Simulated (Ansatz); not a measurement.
# U-r2SCAN0/6-31G(d) (spherical functions) run of CH3Cl2Si (SMILES [CH2][SiH](Cl)Cl)

What is the electronic atomisation energy of CH3Cl2Si at U-r2SCAN0/6-31G* (spherical functions)? 

The calculation is run with Ansatz 0.2.0.

58 further runs of the same task are left out: 2 that didn't finish, 56 set aside as unsound or not needed. Runs told in other sessions of the task aren't counted.

## Step 1: The system as given

CH3Cl2Si: 7 atoms, total charge 0, spin state doublet. As SMILES, `[CH2][SiH](Cl)Cl`. The coordinates come from a PBE0-D4/def2-TZVP relaxation. This is one conformer, not always the lowest.

Bond lengths: C1–Si2 1.823 Å, Si2–Cl3 2.049 Å, Si2–Cl4 2.049 Å, C1–H5 1.085 Å, C1–H6 1.085 Å, Si2–H7 1.475 Å. Angles: C1–Si2–Cl3 110.0°, C1–Si2–Cl4 110.0°, Cl3–Si2–Cl4 107.9°, C1–Si2–H7 112.5°, Cl3–Si2–H7 108.1°, Cl4–Si2–H7 108.2°, Si2–C1–H5 122.1°, Si2–C1–H6 122.1°, H5–C1–H6 115.8°.

## Step 2: The energy at U-r2SCAN0/6-31G(d) (spherical functions)

run.yaml

```yaml
crystal:
  periodic: [false, false, false]
  atoms:
    - symbol: C
      position_ang: [-0.692700, 0.892600, 0.197500]
    - symbol: Si
      position_ang: [0.466300, -0.499500, -0.003900]
    - symbol: Cl
      position_ang: [1.593800, -0.235400, -1.694300]
    - symbol: Cl
      position_ang: [-0.574000, -2.252500, -0.209200]
    - symbol: H
      position_ang: [-1.447700, 1.127200, -0.545500]
    - symbol: H
      position_ang: [-0.668800, 1.540600, 1.067500]
    - symbol: H
      position_ang: [1.384500, -0.641000, 1.142000]
basis:
  gaussian:
    orbitals: 6-31G_st_-spherical.json
magnetization:
  spin_polarized: true
  initial_magnetization: 1
hamiltonian:
  xc: {name: r2SCAN0}
accuracy: high
output: {orbitals: {seedname: orbitals}}
```

The basis set 6-31G* is read from a file made from the Basis Set Exchange's data (not shown).

Run with:

```
$ ansatz run run.yaml --threads 1 --pin off --max-ram 3480MiB --events-out events.jsonl --progress --plain --runs-dir runs
```

Standard output:

```text
Warning: RAYON_NUM_THREADS=1 ignored (pool sized by the plan → 1); use --threads N
Functional definition: r2SCAN0
  name "r2SCAN0"
  parameter a = 0.25
  parameter k0 = 0.174
  parameter k1 = 0.065
  parameter a1 = 4.9479
  exchange = (1 - a)*r2scan_x(k0 = k0, k1 = k1, a1 = a1) + a*exact_x
  correlation = r2scan_c
1599 factors; integrals over basis functions are off by at most 3.7e-9 eV
mean field evaluation 1: about -34003.3649 eV, gradient 1.8e1 eV
mean field evaluation 2: about -34003.7759 eV, gradient 1.6e1 eV
mean field evaluation 4: about -34005.1521 eV, gradient 5.9e-1 eV
mean field evaluation 8: about -34005.3296 eV, gradient 2.6e-2 eV
mean field evaluation 16: about -34005.3297 eV, gradient 5.1e-5 eV
mean field -34005.32968499 eV, -1249.6728162829 hartree, gradient 5.3e-8 eV, S^2 0.755715; 0 other end points of the search recorded, 0 dependent functions left out
reference -34005.32968625 eV, -1249.6728163295 hartree; 29, 28 occupied and 45, 46 virtual orbitals, 1599 factors
Total energy: -34005.32968625 eV, -1249.6728163295 hartree
```

Wall time 24 s (1 thread of Arm Neoverse V2, shared host); peak memory 0.51 GiB.

## Step 3: The C atom, same level

job.yaml

```yaml
crystal:
  periodic: [false, false, false]
  atoms:
    - symbol: C
      position_ang: [0.000000, 0.000000, 0.000000]
basis:
  gaussian:
    orbitals: 6-31G_st_-spherical.json
magnetization:
  spin_polarized: true
  initial_magnetization: 2
hamiltonian:
  xc: {name: r2SCAN0}
accuracy: high
```

The basis set 6-31G* is read from a file made from the Basis Set Exchange's data (not shown).

Run the same way, it converges to -37.82117 Eh (log not shown).

## Step 4: The Cl atom

run.yaml

```yaml
crystal:
  periodic: [false, false, false]
  atoms:
    - {symbol: Cl, position_ang: [0.000000, 0.000000, 0.000000]}
basis:
  gaussian:
    orbitals: 6-31G_st_-spherical.json
magnetization:
  spin_polarized: true
  initial_magnetization: 1
hamiltonian:
  xc: {name: r2SCAN0}
accuracy: high
```

The basis set 6-31G* is read from a file made from the Basis Set Exchange's data (not shown).

Run the same way, it converges to -460.08505 Eh (log not shown).

## Step 5: The H atom at the same level

run.yaml

```yaml
crystal:
  periodic: [false, false, false]
  atoms:
    - {symbol: H, position_ang: [0.000000, 0.000000, 0.000000]}
basis:
  gaussian:
    orbitals: "6-31G*"
magnetization:
  spin_polarized: true
  initial_magnetization: 1
hamiltonian:
  xc: {name: r2SCAN0}
accuracy: high
```

Run with:

```
$ ansatz run run.yaml --threads 1 --pin off --max-ram 3480MiB --events-out events.jsonl --progress --plain --runs-dir runs
```

Standard output (excerpt; [...] marks lines left out):

```text
Warning: RAYON_NUM_THREADS=1 ignored (pool sized by the plan → 1); use --threads N
[... 8 set-up lines as earlier in the session ...]
3 factors; integrals over basis functions are off by at most 5.4e-10 eV
mean field evaluation 1: about -13.5555 eV, gradient 5.3e-1 eV
mean field evaluation 2: about -13.5581 eV, gradient 5.7e-2 eV
mean field evaluation 4: about -13.5574 eV, gradient 3.8e-5 eV
mean field evaluation 8: about -13.5574 eV, gradient 1.6e-10 eV
mean field -13.55742871 eV, -0.4982263157 hartree, gradient 2.4e-9 eV, S^2 0.750000; 0 other end points of the search recorded, 0 dependent functions left out
reference -13.55742908 eV, -0.4982263292 hartree; 1, 0 occupied and 1, 2 virtual orbitals, 3 factors
Total energy: -13.55742908 eV, -0.4982263292 hartree
```

It took 0.34 s on 1 thread of Arm Neoverse V2, shared host.

## Step 6: The Si atom, same level

molecule.yaml

```yaml
crystal:
  periodic: [false, false, false]
  atoms:
    - {symbol: Si, position_ang: [0.000000, 0.000000, 0.000000]}
basis:
  gaussian:
    orbitals: 6-31G_st_-spherical.json
accuracy: high
hamiltonian:
  xc: {name: r2SCAN0}
magnetization:
  spin_polarized: true
  initial_magnetization: 2
```

The basis set 6-31G* is read from a file made from the Basis Set Exchange's data (not shown).

Run with:

```
$ ansatz run molecule.yaml --threads 1 --pin off --max-ram 3480MiB --events-out events.jsonl --progress --plain --runs-dir runs
```

Standard output (excerpt; [...] marks lines left out):

```text
Warning: RAYON_NUM_THREADS=1 ignored (pool sized by the plan → 1); use --threads N
[... 8 set-up lines as earlier in the session ...]
141 factors; integrals over basis functions are off by at most 2.6e-9 eV
mean field evaluation 1: about -7872.7081 eV, gradient 2.5e0 eV
mean field evaluation 2: about -7872.7773 eV, gradient 6.2e-1 eV
mean field evaluation 4: about -7872.7822 eV, gradient 1.1e-1 eV
mean field evaluation 8: about -7872.7823 eV, gradient 1.6e-4 eV
mean field evaluation 16: about -7872.7823 eV, gradient 1.9e-8 eV
mean field -7872.78225703 eV, -289.3194115823 hartree, gradient 1.9e-8 eV, S^2 2.004469; 0 other end points of the search recorded, 0 dependent functions left out
reference -7872.78225890 eV, -289.3194116513 hartree; 8, 6 occupied and 10, 12 virtual orbitals, 141 factors
Total energy: -7872.78225890 eV, -289.3194116513 hartree
```

It took 1.4 s on 1 thread of Arm Neoverse V2, shared host; peak memory 0.12 GiB.

## Step 7: Results

Level: U-r2SCAN0/6-31G* (spherical functions).

```
                                    quantity           value
                      molecule: total energy  -1249.67282 Eh
molecule: HOMO energy (highest over α and β)        -8.06 eV
 molecule: LUMO energy (lowest over α and β)        -2.53 eV
                              molecule: ⟨S²⟩           0.756
                        C atom: total energy    -37.82117 Eh
                                C atom: ⟨S²⟩           2.004
                       Cl atom: total energy   -460.08505 Eh
                               Cl atom: ⟨S²⟩           0.753
                        H atom: total energy     -0.49823 Eh
                                H atom: ⟨S²⟩           0.750
                       Si atom: total energy   -289.31941 Eh
                               Si atom: ⟨S²⟩           2.004
               electronic atomisation energy       23.605 eV
```

**Reading.** Taking the molecule apart into free atoms costs 23.60 eV (2277 kJ/mol), before zero-point energy and without spin-orbit coupling.
